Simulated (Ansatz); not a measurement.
# Zn: the cost of one run

Method: DFT r2SCAN, scalar-relativistic, plane waves, PAW, in Ansatz 0.2.0.

**1. The structure to begin with**

The structure is hexagonal, space group P6_3/mmc (No. 194). Conventional cell: a = 3.027 Å, b = 3.027 Å, c = 8.244 Å, α = 90.00°, β = 90.00°, γ = 120.00°. Zn (site symmetry -6m2) is surrounded by 3 Zn at 1.75 Å.

Structure file:

```
Zn
1.0
     3.02684    0.00000    0.00000
    -1.51342    2.62132    0.00000
     0.00000    0.00000    8.24383
Zn
4
Direct
  0.00000 0.00000 0.25000
  0.00000 0.00000 0.75000
  0.33333 0.66667 0.75000
  0.66667 0.33333 0.25000
```

(A quick probe on a coarse mesh, which set the mesh and smearing, is not shown.)

**3. A loose first relaxation**

Input file input.yaml:

```yaml
crystal:
  lattice:
    - [3.0268385533, 0.0, 0.0]
    - [-1.5134192767, 2.6213190803, 0.0]
    - [0.0, 0.0, 8.2438285802]
  atoms:
    - { symbol: Zn, position: [0.0, 0.0, 0.25] }
    - { symbol: Zn, position: [0.0, 0.0, 0.75] }
    - { symbol: Zn, position: [0.3333333333, 0.6666666667, 0.75] }
    - { symbol: Zn, position: [0.6666666667, 0.3333333333, 0.25] }
basis:
  ecutwfc: 500
kpoints:
  mp_grid: { grid: [6, 6, 2] }
hamiltonian:
  xc: r2scan
scf:
  occupations: { method: gaussian, width: 0.1 }
  lower_state_search: "off"
output:
  forces: true
  stress: true
  eigenvalues: true
relax:
  adjacent_minimum: "off"
  f_tol: 0.04
  max_steps: 70
  cell: { stress_tol: 0.4 }
```

**Question.** How long does this run take on 1 thread of an x86-64 CPU, shared host, and how much memory does it need?

About 78 s, with a peak of 0.6 GiB.
